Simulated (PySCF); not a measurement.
# C3H9BrGe (Trimethylgermanium Chloride and Bromide): the cost of one run

Programs: PySCF 2.14.0, with routines of our own; each step states its level. All values are computed. Atoms count from 0.

## Step 1: The system as given

14 atoms, charge 0, multiplicity 1; geometry from: GFN2-xTB.

## Step 2: Optimising the geometry at PBE0-D3(BJ)/def2-SVP

Job settings and geometry (Å):

```
{"job": {"xc": "PBE0", "basis": "def2-SVP", "d3": "d3bj", "grid": 1, "maxiter": 30, "shake": 0.01, "kind": "geom"}, "charge": 0, "multiplicity": 1}
C     -0.868080     1.644130    -0.360010
Ge     0.131660     0.099380     0.310790
C      1.681410    -0.359480    -0.837400
C     -0.982410    -1.463040     0.723860
Br     1.025800     0.769860     2.334370
H     -1.343910     1.438140    -1.325340
H     -1.669000     1.940890     0.331200
H     -0.219850     2.534640    -0.498380
H      2.282810    -1.150780    -0.357940
H      1.362590    -0.689260    -1.797090
H      2.340660     0.503200    -0.950830
H     -1.469980    -1.839070    -0.175300
H     -1.831930    -1.180340     1.414740
H     -0.446920    -2.263340     1.179580
```

Command:

```sh
$ OMP_NUM_THREADS=1 python heavy_run.py task.json out
```

The driver reads the jobs from task.json and runs them one after another.

Q: Estimate the wall time and peak memory of this first job on 1 thread of Intel Xeon Platinum 8488C, shared host.

About 91 s, with a peak of 0.65 GiB.
